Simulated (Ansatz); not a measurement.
**ClFHNSi (SMILES N=[Si](F)Cl): one structure at several levels**

How do the functionals fare away from a minimum? The structure is a structure displaced at random from a GFN2-xTB minimum.

The runs use Ansatz 0.2.0, Gaussian basis; single points in def2-TZVPP.

Correlated methods freeze the cores.

### 1 Where the work starts

SMILES `N=[Si](F)Cl`, 5 atoms, charge 0, spin multiplicity 1.

Atoms are counted from 1 here; the program's logs count them from 0.

Bond lengths: N1–Si2 1.639 Å, N1–H5 1.129 Å, Si2–F3 1.596 Å, Si2–Cl4 1.927 Å. Angles: Si2–N1–H5 126.3°, N1–Si2–F3 129.3°, N1–Si2–Cl4 124.8°, F3–Si2–Cl4 105.9°.

Coordinates:

```xyz
5

N    -0.1069    1.2746   -0.1313
Si   -0.1123   -0.3581    0.0107
F     1.0465   -1.3329    0.5162
Cl   -1.5943   -1.4978   -0.4582
H     0.7496    1.9648    0.1214
```

### 2 CCSD(T)/def2-TZVPP

run/in.yaml reads:

```yaml
crystal:
  periodic: [false, false, false]
  atoms:
    - {symbol: N, position_ang: [-0.106900, 1.274600, -0.131300]}
    - {symbol: Si, position_ang: [-0.112300, -0.358100, 0.010700]}
    - {symbol: F, position_ang: [1.046500, -1.332900, 0.516200]}
    - {symbol: Cl, position_ang: [-1.594300, -1.497800, -0.458200]}
    - {symbol: H, position_ang: [0.749600, 1.964800, 0.121400]}
basis:
  gaussian: {orbitals: def2-TZVPP}
correlation: {method: ccsd_t}
output: {forces: true}
```

No record of the launch command was kept for these runs.

### 3 PBE0-D4/def2-TZVPP

Edit run/in.yaml of step 2 so:

```diff
@@ -10,3 +10,3 @@
   gaussian: {orbitals: def2-TZVPP}
-correlation: {method: ccsd_t}
-output: {forces: true}
+hamiltonian: {xc: pbe0, dispersion: d4}
+output: {forces: true, orbitals: {seedname: orbitals}}
```

### 4 wB97M-V/def2-TZVPP

Edit run/in.yaml of step 3 so:

```diff
@@ -10,3 +10,3 @@
   gaussian: {orbitals: def2-TZVPP}
-hamiltonian: {xc: pbe0, dispersion: d4}
-output: {forces: true, orbitals: {seedname: orbitals}}
+hamiltonian: {xc: {name: wB97M-V}}
+output: {forces: true}
```

### 5 r2SCAN-D4/def2-TZVPP

Edit run/in.yaml of step 4 so:

```diff
@@ -10,3 +10,3 @@
   gaussian: {orbitals: def2-TZVPP}
-hamiltonian: {xc: {name: wB97M-V}}
+hamiltonian: {xc: r2scan, dispersion: d4}
 output: {forces: true}
```

### 6 PBE-D4/def2-TZVPP

Edit run/in.yaml of step 5 so:

```diff
@@ -10,3 +10,3 @@
   gaussian: {orbitals: def2-TZVPP}
-hamiltonian: {xc: r2scan, dispersion: d4}
+hamiltonian: {xc: pbe, dispersion: d4}
 output: {forces: true}
```

### 7 B97M-V/def2-TZVPP

Edit run/in.yaml of step 6 so:

```diff
@@ -10,3 +10,3 @@
   gaussian: {orbitals: def2-TZVPP}
-hamiltonian: {xc: pbe, dispersion: d4}
+hamiltonian: {xc: {name: B97M-V}}
 output: {forces: true}
```

### 8 wB97X-V/def2-TZVPP

Edit run/in.yaml of step 7 so:

```diff
@@ -10,3 +10,3 @@
   gaussian: {orbitals: def2-TZVPP}
-hamiltonian: {xc: {name: B97M-V}}
+hamiltonian: {xc: {name: wB97X-V}}
 output: {forces: true}
```

(Steps that only read results are left out.)

Before running it: what results should come out? Wanted: energy less free atoms, CCSD(T)/def2-TZVPP; RMS force component; RMS force error; HOMO and LUMO, PBE0-D4; T1 diagnostic.

As calculated:

| quantity | value |
| --- | --- |
| energy less free atoms, CCSD(T)/def2-TZVPP | -397.9 kcal/mol |
| RMS force component | 1.555 to 1.710 eV/Å over the methods |
| RMS force error | PBE0-D4 0.158, wB97M-V 0.220, r2SCAN-D4 0.098, PBE-D4 0.259, B97M-V 0.149, wB97X-V 0.240 eV/Å |
| HOMO and LUMO, PBE0-D4 | -7.63 and -1.30 eV |
| T1 diagnostic | 0.015 |

What this shows: Against CCSD(T) the functionals' energies less atoms differ by -32.9 to -13.3 kcal/mol, PBE-D4 by -32.9 kcal/mol. CCSD(T) in triple zeta still lacks some correlation energy of the bonds, so part of these gaps is its own basis error and they don't rank the functionals. On forces the order runs from r2SCAN-D4 to PBE-D4. Frozen-core CCSD(T) forces in triple zeta carry basis errors of their own, and this is one geometry, so small gaps rank nothing.
